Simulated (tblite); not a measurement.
# C6H12OSi2: the cost of one run

The runs use tblite 0.8.0 and PySCF 2.14.0, with density-fitted response routines of our own; the level of theory stands in each step. All values are computed, except where a source is named. Atoms count from 0, in the outputs and in this text.

## 1. The starting structure

21 atoms, charge 0, multiplicity 1; geometry from: force field or distance geometry start.

Bonds of the start (Å): C0–C1 1.22, C1–Si2 1.85, Si2–Si3 2.28, Si3–C4 1.90, C4–C5 1.57, C5–C6 1.52, C6–O7 1.42, C5–C8 1.57, C8–Si3 1.88, C0–H9 1.06, Si2–H10 1.49, Si2–H11 1.48, Si3–H12 1.47, C4–H13 1.10, C4–H14 1.08, C5–H15 1.12, C6–H16 1.09, C6–H17 1.10, O7–H18 0.97, C8–H19 1.09, C8–H20 1.10.

## 2. Relaxing the molecule with GFN2-xTB

The job: settings as JSON, then the geometry in Å.

```
{"job": {"kind": "relax", "xc": "GFN2-xTB", "basis": "xTB"}, "charge": 0, "multiplicity": 1}
C      4.723700    -0.753800     0.349900
C      3.766500    -0.022600     0.174800
Si     2.313900     1.100600    -0.066600
Si     0.653000     0.009200    -1.180200
C     -0.307800    -1.237600    -0.110800
C     -1.273300    -0.072000     0.311200
C     -2.702000    -0.507200     0.589400
O     -3.487300     0.638700     0.891100
C     -1.055100     0.772400    -0.994100
H      5.551200    -1.391200     0.505000
H      1.800600     1.576300     1.245500
H      2.714800     2.300900    -0.843500
H      0.944400    -0.477800    -2.539200
H     -0.774900    -2.017900    -0.725200
H      0.243100    -1.695300     0.702100
H     -0.894200     0.455500     1.220600
H     -3.144000    -1.031100    -0.257100
H     -2.739300    -1.182100     1.460600
H     -3.532100     1.178200     0.085700
H     -1.719800     0.508300    -1.816000
H     -1.090400     1.865300    -0.848200
```

Run with:

```console
$ OMP_NUM_THREADS=1 python probes_run.py task.json out
```

The driver reads the jobs from task.json and runs them one after another.

Q: Estimate the wall time and peak memory of this first job on 1 thread of Arm Neoverse N1, shared host.

About 1.6 s, with a peak of 0.18 GiB.
